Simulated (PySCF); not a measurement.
# C5H6F2: the cost of one run

Programs: PySCF 2.14.0, with density-fitted response routines of our own. Each step states its level of theory. These are calculated values for one molecule in the gas phase, unless marked as measured. Atoms count from 0, in the outputs and in this text.

### 1 Starting geometry

13 atoms, charge 0, multiplicity 1; geometry from: GFN2-xTB. The atoms were then displaced at random by about 0.01 Å, so the start is not that level's minimum.

Bonds of the start (Å): C0–C1 1.32, C1–C2 1.47, C2–C3 1.31, C2–C4 1.50, C4–F5 1.35, C4–F6 1.37, C0–H7 1.11, C0–H8 1.06, C1–H9 1.09, C3–H10 1.06, C3–H11 1.10, C4–H12 1.10.

### 2 Optimising the geometry at PBE0-D3(BJ)/def2-SVP

Job settings and geometry (Å):

```
{"job": {"xc": "PBE0", "basis": "def2-SVP", "d3": "d3bj", "grid": 1, "shake": 0.01, "kind": "geom"}, "charge": 0, "multiplicity": 1}
C      1.835810     0.804520     0.078440
C      1.130290    -0.229680     0.506130
C     -0.323740    -0.421110     0.404090
C     -0.881400    -1.480730     0.926620
C     -1.099660     0.642260    -0.313760
F     -2.403440     0.313800    -0.446920
F     -1.083160     1.816950     0.391170
H      1.363140     1.681230    -0.404360
H      2.881170     0.894970     0.216180
H      1.657050    -1.040220     1.003730
H     -0.365440    -2.253710     1.446080
H     -1.973820    -1.617250     0.867030
H     -0.730980     0.872080    -1.320540
```

Launch:

```
OMP_NUM_THREADS=1 python probes_run.py task.json out
```

This one command runs all jobs of the session in turn.

**Question.** How long does this first job take on 1 thread of Arm Neoverse N1, shared host, and how much memory does it need?

About 75 s, with a peak of 0.5 GiB.
